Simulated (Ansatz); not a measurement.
A nudged elastic band was laid between two geometries of a periodic cell of 17 atoms, CuSi$_{16}$ (host Si, host structure diamond, interstitial Cu), cell charge +1.

Theory: DFT PBEsol, scalar-relativistic, plane waves, PAW in Ansatz. Settings: PAW set soft_1, cutoff 420 eV, k mesh 2x2x2, gaussian smearing 0.02 eV, no spin polarisation.

| Property | Result |
| --- | --- |
| movable images | 5 |
| climbing image | yes |
| spring | 5.0 eV/Å² |
| optimiser | lbfgs |
| start path | IDPP |
| force threshold | 0.05 eV/Å |
| iteration limit | 40 |
| end points | relaxed |

Image 0:

```xyz
17
Lattice="0.0000 5.4300 5.4300 5.4300 0.0000 5.4300 5.4300 5.4300 0.0000" Properties=species:S:1:pos:R:3
Si 0.066 0.041 -0.067
Si 1.368 1.313 1.403
Si 2.784 2.713 0.003
Si 4.124 4.145 1.305
Si 2.561 -0.150 2.865
Si 4.023 1.310 4.061
Si 5.424 2.711 2.644
Si 6.645 3.927 4.212
Si 0.068 2.784 2.676
Si 1.418 4.136 4.011
Si 2.770 5.488 2.660
Si 4.127 6.841 4.001
Si 2.752 2.783 5.362
Si 4.024 4.082 6.835
Si 5.428 5.495 5.431
Si 6.857 6.839 6.732
Cu 3.907 6.613 6.951
```

Image 6:

```xyz
17
Lattice="0.0000 5.4300 5.4300 5.4300 0.0000 5.4300 5.4300 5.4300 0.0000" Properties=species:S:1:pos:R:3
Si -0.136 0.140 0.150
Si 1.433 1.366 1.363
Si 2.765 2.666 -0.075
Si 4.066 4.002 1.360
Si 2.771 -0.070 2.665
Si 4.074 1.355 4.011
Si 5.498 2.659 2.663
Si 6.840 4.017 4.012
Si 0.012 2.764 2.760
Si 1.208 4.223 4.223
Si 2.665 5.421 2.758
Si 4.136 6.724 4.028
Si 2.669 2.760 5.426
Si 4.141 4.037 6.719
Si 5.486 5.370 5.361
Si 6.820 6.717 6.717
Cu 2.560 8.309 8.328
```

(1) Which bonds break or form, and what moves?

(2) Give the energies along the band, and the barrier.

(3) What is the geometry of the highest image?

The band took 37 iterations and about 28 core-minutes.

## Answers

(1) Contacts lost: Si3–Cu17, Si5–Cu17, Si7–Cu17, Si14–Cu17, Si15–Cu17. Contacts made: Si4–Cu17, Si9–Cu17, Si10–Cu17, Si11–Cu17, Si13–Cu17. The atom that moves furthest is Cu17, by 2.57 Å; four of its nearest neighbours are Si5 2.32, Si15 2.42, Si7 2.43, Si3 2.43 Å at the first end and Si10 2.32, Si6 2.42, Si4 2.43, Si2 2.43 Å at the last.

(2) The forces met the threshold. The highest image is number 5 of 0 to 6, 0.021 eV above the ends, which have the same energy within 2 meV. Beside the main top the profile has a ripple of under 15 meV (maxima at images 2, 5), which may be a very shallow well or noise. A structure lower than the first end lies on the path between it and the top, so the climb from that side starts below the end, which may itself be a saddle point or a shallow side well. By the program's own check the climbing image is of a kind that is not told: the force calls were inconclusive, a negative curvature could not be distinguished from the path's own, the only one lies far off the path, or fixed occupations may fill a level only in part (lowest curvatures found: -0.32 and -0.06 eV/Å²). Limits of this set-up: coarse k mesh, PAW files made for another functional, a small cell, in which the defect meets its images, charged cell in a uniform background, uncorrected.

| image | path coordinate (Å) | energy (eV) | Si3–Cu17 (Å) | Si5–Cu17 (Å) | Si7–Cu17 (Å) |
| --- | --- | --- | --- | --- | --- |
| 0 | 0.00 | 0.000 | 2.43 | 2.32 | 2.43 |
| 1 | 0.56 | -0.005 | 2.36 | 2.34 | 2.36 |
| 2 | 1.11 | 0.008 | 2.34 | 2.34 | 2.32 |
| 3 | 1.68 | 0.001 | 2.42 | 2.43 | 2.38 |
| 4 | 2.25 | 0.004 | 2.52 | 2.65 | 2.51 |
| 5 | 2.83 | 0.021 | 2.75 | 2.98 | 2.64 |
| 6 | 3.40 | 0.000 | 2.99 | 2.97 | 2.96 |

(3) 
```xyz
17
Lattice="0.0000 5.4300 5.4300 5.4300 0.0000 5.4300 5.4300 5.4300 0.0000" Properties=species:S:1:pos:R:3
Si 0.067 0.110 -0.025
Si 1.401 1.358 1.410
Si 2.765 2.708 -0.024
Si 4.161 4.124 1.256
Si 2.726 -0.087 2.712
Si 4.047 1.319 4.056
Si 5.443 2.696 2.658
Si 6.777 4.005 4.067
Si -0.028 2.694 2.738
Si 1.307 4.070 4.110
Si 2.731 5.416 2.680
Si 4.073 6.721 4.080
Si 2.684 2.679 5.443
Si 4.076 4.019 6.765
Si 5.430 5.364 5.403
Si 6.757 6.712 6.764
Cu 2.812 8.318 8.147
```

Run time: 28 min on 1 thread of Arm Neoverse V1, with other jobs on the host, peak memory 0.92 GiB.
